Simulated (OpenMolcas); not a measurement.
# HfF4 (SMILES [F][Hf]([F])([F])[F]) at HCTH407/def2-TZVPP (RICD fitting, core potential)

What is the vertical electron affinity of HfF4 at HCTH407/def2-TZVPP (RICD fitting, core potential)? 

The results are computed with OpenMolcas 26.06.

**1. Starting point**

The species is HfF4 (5 atoms), meant as a singlet with charge 0. SMILES: `[F][Hf]([F])([F])[F]`. Geometry: a GFN2-xTB relaxation, a rough one for these elements and not checked as a minimum.

Bond lengths: F1–Hf2 1.822 Å, Hf2–F3 1.821 Å, Hf2–F4 1.821 Å, Hf2–F5 1.821 Å. Angles: F1–Hf2–F3 109.5°, F1–Hf2–F4 109.4°, F1–Hf2–F5 109.5°, F3–Hf2–F4 109.4°, F3–Hf2–F5 109.5°, F4–Hf2–F5 109.5°.

**2. A single-point energy at HCTH407/def2-TZVPP (RICD fitting, core potential)**

Contents of struct.xyz:

```xyz
5

F     -0.876230    -0.120570     1.592390
Hf     0.000250     0.000320     0.000020
F      1.561840    -0.932660     0.093910
F     -1.043340    -0.695380    -1.320650
F      0.357470     1.748290    -0.365660
```

Contents of job.inp:

```
* F4Hf Kohn-Sham DFT

&GATEWAY
  BasLib=$CurrDir
  Coord=struct.xyz
  Basis=def2-TZVPP
  Group=NoSym
  RICD

&SEWARD
  GridInput
  Grid=Coarse
  End of Grid

&SCF
  KSDFT=GGA_XC_HCTH_407
  PrOrbitals=1 1
```

The basis set def2-TZVPP is read from a file made from the Basis Set Exchange's data (not shown).

The run is started by

```
$ export MOLCAS_MEM=1860
$ pymolcas job.inp > job.log
```

Log:

```text
--- Start Module: gateway ---
[...]
--- Stop Module: gateway /rc=_RC_ALL_IS_WELL_ ---
--- Start Module: seward ---
[...]
      Basis functions          180
--- Stop Module: seward /rc=_RC_ALL_IS_WELL_ ---
[...]
--- Start Module: scf ---
[...]
       Convergence after  14 Iterations
[...]
::    Total KS-DFT energy                            -448.0047696810
[...]
      Total spin, S                                     0.0000000000
[...]
      Total electronic charge=   48.000000
      Total            charge=   -0.000000
[...]
      Dipole Moment (debye):
      Origin of the operator (angstrom)=    0.0002    0.0002    0.0000
                   X=  2.1839E-04               Y=  3.0006E-03               Z= -5.4312E-03           Total=  6.2088E-03
      Quadrupole Moment (debye*angstrom):
[...]
--- Stop Module: scf /rc=_RC_ALL_IS_WELL_ ---
[...]
```

Wall time 13 s (1 thread of Arm Neoverse V1, shared host); peak memory 0.34 GiB.

**3. The doublet anion, same level**

struct.xyz is that of step 2.

Contents of job.input:

```
* F4Hf Kohn-Sham DFT

&GATEWAY
 BasLib = $CurrDir
 Coord = struct.xyz
 Basis = def2-TZVPP
 Group = NoSym
 RICD

&SEWARD
 GridInput
 Grid=Coarse
 End of Grid

&SCF
 UHF
 Charge = -1
 Spin = 2
 KSDFT = GGA_XC_HCTH_407
 PrOrbitals = 1 1
```

The basis set def2-TZVPP is read from a file made from the Basis Set Exchange's data (not shown).

The run is started by

```
$ export MOLCAS_MEM=1860
$ pymolcas job.input > job.log
```

Log:

```text
--- Start Module: gateway ---
[...]
--- Stop Module: gateway /rc=_RC_ALL_IS_WELL_ ---
--- Start Module: seward ---
[...]
      Basis functions          180
--- Stop Module: seward /rc=_RC_ALL_IS_WELL_ ---
[...]
--- Start Module: scf ---
[...]
       Convergence after  18 Iterations
[...]
::    Total KS-DFT energy                            -447.9772405719
[...]
      Total spin, S                                     0.5010921594
[...]
      Total electronic charge=   49.000000
      Total            charge=   -1.000000
[...]
      Dipole Moment (debye):
      Origin of the operator (angstrom)=    0.0002    0.0002    0.0000
                   X= -7.0255E-02               Y= -4.7517E-02               Z= -5.7152E-02           Total=  1.0227E-01
      Center of Charge (angstrom)
[...]
--- Stop Module: scf /rc=_RC_ALL_IS_WELL_ ---
[...]
```

Wall time 16 s (1 thread of Arm Neoverse V1, shared host); peak memory 0.34 GiB.

**4. Summary of results**

Level: HCTH407/def2-TZVPP (RICD fitting, core potential).

| quantity | value |
| --- | --- |
| singlet HfF4: total energy | -448.00477 Eh |
| singlet HfF4: dipole moment | 0.01 D |
| singlet HfF4: HOMO energy | -10.37 eV |
| singlet HfF4: LUMO energy | -1.46 eV |
| singlet HfF4: HOMO–LUMO gap | 8.91 eV |
| doublet anion: total energy | -447.97724 Eh |
| doublet anion: HOMO energy (highest over α and β) | 2.62 eV |
| doublet anion: ⟨S²⟩ | 0.752 |
| vertical electron affinity (to the doublet anion) | -0.749 eV |

**Reading.** The anion lies 0.75 eV (17.3 kcal/mol) above the neutral: the electron isn't bound at this level, and such a value depends on the basis. Without diffuse functions anions come out too high. Mulliken charges (singlet HfF4) run from -0.31 on F1 to +1.22 on Hf2; they depend strongly on the basis. The HOMO (doublet anion) lies at positive energy, 2.62 eV, as semi-local functionals often give for anions; only total energies tell whether the electron is bound.
